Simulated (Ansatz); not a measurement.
What does this script print? It uses the Ansatz DFT code, driven from Python.

`run_formation.py`
```python
"""Formation energy of RbSr3 from the elements, after relaxing cells and atoms."""

from collections import Counter
from dataclasses import dataclass
import warnings

import ansatz as az
import numpy as np


@dataclass
class Settings:
    functional: str = "pbesol"
    k_spacing: float = 0.39
    filling: str = "fermi_dirac"
    smearing_width: float = 0.05


opts = Settings()


def run_phase(name, crystal):
    calc = (
        crystal.calculation()
        .functional(opts.functional)
        .basis(24 * az.Ry)
        .accuracy("medium")
        .kpoints(spacing=opts.k_spacing)
        .occupations(opts.filling, width=opts.smearing_width)
        .stress()
    )
    calc = calc.relax(force_tolerance=0.03, cell=True)
    return calc.run()


def counts(outcome):
    return Counter(site.symbol for site in outcome.lattice.sites)

def formation_energy(outcome, mu):
    n = counts(outcome)
    return (outcome.report["energy_sigma0_ev"] - sum(k * mu[element] for element, k in n.items())) / sum(n.values())


def volume_per_atom(outcome):
    return abs(np.linalg.det(outcome.lattice.cell_ang)) / len(outcome.lattice.sites)


def main() -> None:
    warnings.simplefilter("ignore", az.DeckWarning)

    phases = {}
    rbsr3 = (
        az.Lattice.cubic(6.247385)
        .space_group(221)
        .atom("Rb", (0.0, 0.0, 0.0))
        .atom("Sr", (0.0, 0.5, 0.5))
    )
    phases["RbSr3"] = rbsr3
    rb = (
        az.Lattice.of((-2.8025, 2.8025, 2.8025), (2.8025, -2.8025, 2.8025), (2.8025, 2.8025, -2.8025))
        .atom("Rb", (0.0, 0.0, 0.0))
    )
    phases["Rb"] = rb
    sr = (
        az.Lattice.fcc(6.0847)
        .space_group(225)
        .atom("Sr", (0.0, 0.0, 0.0))
        .primitive()
    )
    phases["Sr"] = sr

    done = {}
    for name, crystal in phases.items():
        done[name] = run_phase(name, crystal)
        print(f"{name}: {done[name].report['energy_sigma0_ev']:.4f} eV, {len(done[name].lattice.sites)} atoms")

    # chemical potentials of the elements at zero temperature
    references = {"Rb": "Rb", "Sr": "Sr"}
    mu = {element: done[name].report["energy_sigma0_ev"] / len(done[name].lattice.sites) for element, name in references.items()}

    target = done["RbSr3"]
    heat = formation_energy(target, mu)
    n = counts(target)
    print("cell content:", dict(n), " volume", round(volume_per_atom(target), 3), "A^3/atom")
    print("formation energy", round(heat, 4), "eV/atom,", round(heat * sum(n.values()), 4), "eV per cell")
    print("bound against the elements" if heat < 0 else "unbound against the elements")


if __name__ == "__main__":
    main()
```

```console
$ python run_formation.py
RbSr3: -13693.1368 eV, 4 atoms
Rb: -3216.9952 eV, 1 atoms
Sr: -3492.2304 eV, 1 atoms
cell content: {<Element.RB: 'Rb'>: 1, <Element.SR: 'Sr'>: 3}  volume 57.382 A^3/atom
formation energy 0.1374 eV/atom, 0.5495 eV per cell
unbound against the elements
```

What to keep in mind:
- These settings explore the input space; cutoff and mesh may be short of convergence.
- The cutoff lies under the one recommended for these potentials.
- For the metals among these phases the mesh is modest: differences between phases can be off by up to 40 meV an atom.
- The cells come from databases of deposited and of computed structures, and not all need be stable phases.
- The compound is the structure given, not necessarily its lowest; energies are at zero temperature, with no correction for gases. A semilocal functional's error on such energies is often 0.05 to 0.1 eV an atom, and 0.1 to 0.3 eV against gases such as O2 or F2.
- The script silences the warnings on its input, which a real study should read.
- The whole script took 15 s on 1 thread of Arm Neoverse N1 (shared host), peak memory 0.41 GiB.
